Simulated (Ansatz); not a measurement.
# CH₄GeO₂: a ladder of functionals and wavefunction methods

One table from this session's results is given with a row withheld; the runs are named, their logs left out.

The runs use Ansatz 0.2.0, Gaussian basis; functionals in def2-TZVPP, the program's frozen cores in correlated methods.

Plan: LDA (SPW92), PBE-D4, revPBE-D4, BLYP-D4, r2SCAN-D4, B97M-V, PBE0-D4, B3LYP-D4, r2SCANh-D4, r2SCAN0-D4, HSE06-D4, BHLYP-D4, CAM-B3LYP-D4, LC-ωPBE, ωB97X-V, ωB97M-V, B2PLYP, PBE-QIDH; CCSD(T)/def2-SVP; CCSD(T)/def2-TZVPP; MP2/def2-QZVPP; extrapolation to the limit; RPA on PBE.

## The geometry

All runs share one geometry, relaxed beforehand with PBE0-D4 in a triple-zeta def2 set.

8 atoms, charge 0, spin multiplicity 1.

Atoms are counted from 1 here; the program's logs count them from 0.

Bond lengths: O1–C2 1.203 Å, C2–O3 1.318 Å, C2–H5 1.101 Å, O3–Ge4 1.840 Å, Ge4–H6 1.528 Å, Ge4–H7 1.528 Å, Ge4–H8 1.532 Å. Angles: O1–C2–O3 124.7°, O1–C2–H5 123.7°, O3–C2–H5 111.6°, C2–O3–Ge4 113.7°, O3–Ge4–H6 108.6°, O3–Ge4–H7 108.6°, O3–Ge4–H8 100.3°, H6–Ge4–H7 113.7°, H6–Ge4–H8 112.4°, H7–Ge4–H8 112.4°.

Coordinates:

```tsv
atom	x (Å)	y (Å)	z (Å)
O1	1.2498	-0.7378	1.1116
C2	1.3959	0.2778	0.4841
O3	0.4932	0.7978	-0.3228
Ge4	-1.0619	-0.1800	-0.4210
H5	2.3103	0.8897	0.5168
H6	-1.7009	-0.2185	0.9669
H7	-0.7329	-1.5623	-0.9839
H8	-1.8615	0.6761	-1.4075
```

Set-up of the first run:

in.yaml

```yaml
crystal:
  periodic: [false, false, false]
  atoms:
    - {symbol: O, position_ang: [1.249839, -0.737777, 1.111613]}
    - {symbol: C, position_ang: [1.395931, 0.277783, 0.484065]}
    - {symbol: O, position_ang: [0.493245, 0.797832, -0.322841]}
    - {symbol: Ge, position_ang: [-1.061926, -0.179971, -0.420965]}
    - {symbol: H, position_ang: [2.310346, 0.889652, 0.516830]}
    - {symbol: H, position_ang: [-1.700905, -0.218480, 0.966856]}
    - {symbol: H, position_ang: [-0.732886, -1.562257, -0.983870]}
    - {symbol: H, position_ang: [-1.861544, 0.676117, -1.407488]}
basis:
  gaussian: {orbitals: def2-TZVPP}
hamiltonian: {xc: lda}
output: {orbitals: {seedname: orbitals}}
```

Run with:

```bash
$ ansatz run in.yaml --threads 2 --pin off --events-out ev --progress --plain --max-ram 4352MiB
```

Steps of the session up to this table: LDA; PBE-D4 (GGA); revPBE-D4 (GGA); BLYP-D4 (GGA); r2SCAN-D4 (meta-GGA); B97M-V (meta-GGA); PBE0-D4 (hybrid); B3LYP-D4 (hybrid); r2SCANh-D4 (hybrid); r2SCAN0-D4 (hybrid); HSE06-D4 (hybrid); BHLYP-D4 (hybrid); CAM-B3LYP-D4 (range-separated); LC-ωPBE (range-separated); ωB97X-V (range-separated); ωB97M-V (range-separated); B2PLYP (double hybrid); PBE-QIDH (double hybrid).

One of the session's tables, all rows but one given; the rest of the session is left out.

It belongs to the step «Frontier levels by functional». 

| functional | HOMO (eV) | gap (eV) |
| --- | --- | --- |
| LDA (SPW92) | -6.90 | 5.43 |
| PBE-D4 | -6.71 | 5.52 |
| revPBE-D4 | ? | ? |
| BLYP-D4 | -6.62 | 5.53 |
| r2SCAN-D4 | -7.04 | 6.12 |
| B97M-V | -7.19 | 6.36 |
| PBE0-D4 | -8.35 | 8.34 |
| B3LYP-D4 | -8.11 | 7.79 |
| r2SCANh-D4 | -7.66 | 7.18 |
| r2SCAN0-D4 | -8.61 | 8.76 |
| HSE06-D4 | -7.95 | 7.54 |
| BHLYP-D4 | -9.98 | 10.88 |
| CAM-B3LYP-D4 | -9.84 | 10.86 |
| LC-ωPBE | -11.15 | 13.42 |
| ωB97X-V | -10.83 | 12.93 |
| ωB97M-V | -10.79 | 12.65 |

**Question.** Estimate the row for revPBE-D4.

As computed: HOMO (eV): -6.63; gap (eV): 5.55. In the column «HOMO (eV)» it lies between PBE-D4 (-6.71) and BLYP-D4 (-6.62).
